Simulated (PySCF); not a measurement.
# CH5ClOSi: the cost of one run

Computed with PySCF 2.14.0, with density-fitted response routines of our own, on a single molecule in the gas phase. Atoms are numbered from 0 throughout.

### Step 1. The starting structure

9 atoms, charge 0, multiplicity 1; geometry from: GFN2-xTB. The atoms were then displaced at random by about 0.01 Å, so the start is not that level's minimum.

Bonds of the start (Å): C0–O1 1.38, O1–Si2 1.60, Si2–Cl3 2.03, C0–H4 1.08, C0–H5 1.09, C0–H6 1.11, Si2–H7 1.46, Si2–H8 1.49.

### Step 2. Geometry optimisation at PBE0-D3(BJ)/def2-SVP

What the job is given:

```
{"job": {"xc": "PBE0", "basis": "def2-SVP", "d3": "d3bj", "grid": 1, "shake": 0.01, "kind": "geom"}, "charge": 0, "multiplicity": 1}
C     -1.383790     0.100010    -0.164250
O     -0.084120     0.483060    -0.411270
Si     1.268830    -0.147600     0.166920
Cl     2.710820     0.981570    -0.708190
H     -1.597810    -0.899630    -0.524240
H     -1.639420     0.188520     0.894890
H     -2.035740     0.814540    -0.715740
H      1.457760    -1.539430    -0.218580
H      1.361290     0.001820     1.646720
```

On the command line:

```sh
$ OMP_NUM_THREADS=1 python probes_run.py task.json out
```

One launch serves the whole session: the jobs run in the order shown.

**Question.** How long does this first job take on 1 thread of Arm Neoverse V1, shared host, and how much memory does it need?

About 26 s, with a peak of 0.37 GiB.
